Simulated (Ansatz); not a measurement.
Runs of Ansatz 0.2.0 on NiMoIrPdW. It takes space group P3m1 (No. 156, trigonal). The conventional cell has a = 4.117 Å, b = 4.117 Å, c = 5.446 Å, α = 90.00°, β = 90.00°, γ = 120.00°. Ni (site symmetry 3m) has 3 Mo at 2.38 Å and 3 Ir at 2.69 Å as nearest neighbours. Around Mo (site symmetry 3m) lie 3 Ni at 2.38 Å and 3 Ir at 2.70 Å and 2 Pd at 2.72 to 2.73 Å. Pd (site symmetry 3m) has 3 W at 2.68 Å and 2 Mo at 2.72 to 2.73 Å and 3 Ir at 2.77 Å as nearest neighbours. Ir (site symmetry 3m) has 2 W at 2.66 to 2.78 Å and 3 Ni at 2.69 Å and 3 Mo at 2.70 Å and 3 Pd at 2.77 Å as nearest neighbours. Around W (site symmetry 3m) lie 2 Ir at 2.66 to 2.78 Å and 3 Pd at 2.68 Å and 3 Mo at 2.81 Å and 3 Ni at 2.82 Å. The cell was built by a generator and needn't be a form met in nature.

```tsv
task	level	potentials or basis	spin	U	cell	k mesh	cutoff (eV)	basis error allowed	mesh quality	gap on the mesh (eV)	pressure (GPa)	moment (μB)	largest force (eV/Å)
band structure	PBE	all-electron LAPW, scalar-relativistic	collinear, ferromagnetic start	-	as given	5 × 5 × 3	315	0.002 eV/atom	coarse	-	0.1	0.00	0.10
band structure	PBE	all-electron LAPW, relativistic spinors	non-collinear, ferromagnetic start, SOC	-	as given	5 × 5 × 3	315	0.002 eV/atom	coarse	none	(b)	0.00	0.09
single point	PBE	all-electron LAPW, scalar-relativistic	collinear, ferromagnetic start	-	as given	4 × 4 × 2	284	0.005 eV/atom	coarse	none	-0.4	0.00	0.17
band structure	BLYP	all-electron LAPW, scalar-relativistic	collinear, ferromagnetic start	-	as given	6 × 6 × 4	314	0.002 eV/atom	coarse	-	9.7	0.00	0.29
single point	PBE	all-electron LAPW, scalar-relativistic	collinear, ferromagnetic start	-	atoms moved at random, drawn with an rms of 0.05 Å	8 × 8 × 5	329	0.002 eV/atom	not flagged	none	0.2	0.00	0.99
density of states	PBE	all-electron PAW datasets made for the crystal	collinear, ferromagnetic start	-	as given	6 × 6 × 4	440	-	coarse	none	0.0	0.00	0.17
single point	PBE	all-electron LAPW, scalar-relativistic	collinear, ferromagnetic start	-	as given	6 × 6 × 4	315	0.002 eV/atom	coarse	none	0.0	0.00	0.17
relaxation of cell and atoms	PBE+D4	all-electron PAW datasets made for the crystal	collinear, ferromagnetic start	-	relaxed	5 × 5 × 3	-	-	coarse	none	0.0	0.00	0.01
band structure	LDA	all-electron LAPW, scalar-relativistic	collinear, ferromagnetic start	-	as given	6 × 6 × 4	314	0.002 eV/atom	coarse	-	-12.9	0.00	0.09
single point	PBE+U	all-electron LAPW, scalar-relativistic	collinear, ferromagnetic start	Ir d U = 3 eV, Mo d U = 3 eV, Ni d U = 3 eV, Pd d U = 3 eV, W d U = 3 eV	as given	6 × 6 × 4	315	0.002 eV/atom	coarse	none	(a)	(c)	0.46
band structure	PBE	all-electron LAPW, scalar-relativistic	collinear, ferromagnetic start	-	as given	6 × 6 × 4	315	0.002 eV/atom	coarse	-	0.0	0.00	0.17
```

Alike in all rows: smearing fermi-dirac 0.05 eV.

Question: Fill in the values left out.

Answer: (a) 3.7; (b) 0.3; (c) 0.34.

Caveats: some runs use coarse meshes; the k mesh is thin for a metal, which can move the energy by tens of meV per atom (some runs); the starting moments weren't kept (some runs); spin-orbit coupling is left out, which moves the levels of the heavy elements (some runs); the magnetic state may not be the lowest (some runs); the program warned that the printed levels may be off, so bands, gaps and densities of states are rough (some runs); the program listed the state as in doubt (some runs); pairwise dispersion overbinds metals, which lowers pressure and volume (some runs).

A k mesh can miss the band edges, and rows without SOC leave out spin-orbit coupling on Ir, Mo, Pd, W.

A gap of «none» marks a metal or a gap under the smearing width.

The runs don't all hold the same shells in valence.
